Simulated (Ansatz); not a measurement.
# KPrBr4: the cost of one run

Program: Ansatz 0.2.0. Level of theory: DFT PBE, scalar-relativistic, plane waves, PAW; 4f electrons in the core of a trivalent norm-conserving potential. These are calculated values, not measurements.

## 1. The starting structure

The structure is cubic, space group F-43m (No. 216). Conventional cell: a = 9.436 Å, b = 9.436 Å, c = 9.436 Å, α = 90.00°, β = 90.00°, γ = 90.00°. K (site symmetry -43m) is surrounded by 12 Br at 3.91 Å and 4 Pr at 4.09 Å. Pr (site symmetry -43m) is surrounded by 12 Br at 3.92 Å and 4 K at 4.09 Å. Br (site symmetry 3m) has 6 Br at 3.29 to 3.38 Å and 3 K at 3.91 Å and 3 Pr at 3.92 Å in its first shell of neighbours.

As a file:

```xyz
6
Lattice="0.0000 4.7182 4.7182 4.7182 0.0000 4.7182 4.7182 4.7182 0.0000" Properties=species:S:1:pos:R:3 pbc="T T T"
K     2.3591    2.3591    2.3591
Pr    0.0000    0.0000    0.0000
Br    5.8831    3.5533    3.5533
Br    3.5533    5.8831    3.5533
Br    5.8831    5.8831    5.8831
Br    3.5533    3.5533    5.8831
```

Recipe of the guess: species swapped into a database cell of YMgNi4 (F-43m, No. 216), with Pr on the Y sites, K on the Mg sites and Br on the Ni sites. Lengths come from tabulated atomic sizes and are only a guess.

## 2. Probe: one point on a coarse mesh

The input, input.yaml:

```yaml
crystal:
  lattice:
    - [0.0, 4.71820949, 4.71820949]
    - [4.71820949, 0.0, 4.71820949]
    - [4.71820949, 4.71820949, 0.0]
  atoms:
    - { symbol: K, position: [0.25, 0.25, 0.25] }
    - { symbol: Pr, position: [0.0, 0.0, 0.0] }
    - { symbol: Br, position: [0.12964863, 0.62345046, 0.62345046] }
    - { symbol: Br, position: [0.62345046, 0.12964863, 0.62345046] }
    - { symbol: Br, position: [0.62345046, 0.62345046, 0.62345046] }
    - { symbol: Br, position: [0.62345046, 0.62345046, 0.12964863] }
basis:
  ecutwfc: 660
kpoints:
  mp_grid: { grid: [4, 4, 4] }
hamiltonian:
  xc: pbe
  pseudopotentials:
    kind: paw
    azcp: { Pr: "pseudopotentials/pbe/nc/lanthanide_3plus/Pr.nc.azcp" }
scf:
  occupations: { method: gaussian, width: 0.1 }
  lower_state_search: "off"
output:
  forces: true
  stress: true
  eigenvalues: true
```

Launch:

```
$ ansatz run input.yaml --threads 1 --pin off --max-ram 2560MiB --backend cpu --events-out ev --progress --plain --runs-dir out
```

**Question.** How long does this run take on 1 thread of Arm Neoverse V2, shared host, and how much memory does it need?

About 9.1 s, with a peak of 0.48 GiB.
